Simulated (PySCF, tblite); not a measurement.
# C₄H₁₁B− (doublet): geometry, infrared bands and EPR parameters

Wanted: the infrared bands and EPR parameters of C₄H₁₁B− (doublet) (`[BH2-]C(C)(C)C`), by calculation.

The runs use tblite 0.8.0 and PySCF 2.14.0, with density-fitted response routines of our own; the level of theory stands in each step. All values are computed, except where a source is named. Atoms count from 0, in the outputs and in this text.

**1. The molecule as given**

16 atoms, charge -1, multiplicity 2; geometry from: force field or distance geometry start.

Bonds of the start (Å): B0–C1 1.62, C1–C2 1.53, C1–C3 1.53, C1–C4 1.55, B0–H5 1.19, B0–H6 1.20, C2–H7 1.12, C2–H8 1.11, C2–H9 1.13, C3–H10 1.10, C3–H11 1.13, C3–H12 1.11, C4–H13 1.11, C4–H14 1.12, C4–H15 1.11.

**2. Optimising the geometry with GFN2-xTB**

Job settings and geometry (Å):

```
{"job": {"kind": "relax", "xc": "GFN2-xTB", "basis": "xTB"}, "charge": -1, "multiplicity": 2}
B     -0.772500    -0.143200     1.526300
C     -0.035200    -0.062900     0.082500
C     -0.149000     1.350300    -0.482700
C     -0.680000    -1.071200    -0.878600
C      1.455400    -0.420000     0.288500
H     -0.293000     0.620300     2.298900
H     -1.940700     0.112800     1.406800
H      0.312200     2.105900     0.198400
H      0.357300     1.416900    -1.470100
H     -1.230300     1.626300    -0.627200
H     -0.176600    -1.055300    -1.861300
H     -0.605300    -2.116000    -0.466800
H     -1.759800    -0.841400    -1.016800
H      1.953800     0.301800     0.966800
H      1.987700    -0.375600    -0.691100
H      1.568600    -1.439800     0.714800
```

Started as:

```
$ OMP_NUM_THREADS=1 python probes_run.py task.json out
```

One launch serves the whole session: the jobs run in the order shown.

**Question.** This job is followed by: GFN2-xTB harmonic vibrations, gas phase; UKS B3LYP, pcH-1 on B C H, non-relativistic, mean-field spin-orbit, GIAO. Predict these results of the whole session: strongest single infrared mode (GFN2-xTB); zero-point energy (GFN2-xTB); g(iso) (B3LYP); ⟨S²⟩; largest a(iso) (averaged by class).

**Answer**, as computed:

| quantity | value |
| --- | --- |
| strongest single infrared mode (GFN2-xTB) | 1959 cm⁻¹, 811 km/mol |
| zero-point energy (GFN2-xTB) | 84.3 kcal/mol |
| g(iso) (B3LYP) | 2.00230 |
| ⟨S²⟩ | 0.752 (exact 0.75) |
| largest a(iso) (averaged by class) | 11B on B0, 172.4 MHz |

What this shows: Relaxing lowered the energy by 0.222 eV in 33 steps; the close pair that moved most is B0–H5, from 1.187 to 1.231 Å. No mode is imaginary among the 42: a minimum at this level. The strongest single mode, at 1959 cm⁻¹, moves mainly H6 and H5. GFN2-xTB is a fitted tight-binding method: band positions and strengths are rough. Its intensities can rank the bands wrongly. Most of the unpaired spin sits on B0 (1.09 e). The isotropic g lies 0.0 ppt below the free-electron value. The records flag this anion as possibly unbound in the gas phase, so the basis may hold the extra electron. The conformer search found further structures of the same energy, which may be mirror or relabelled copies of this one.
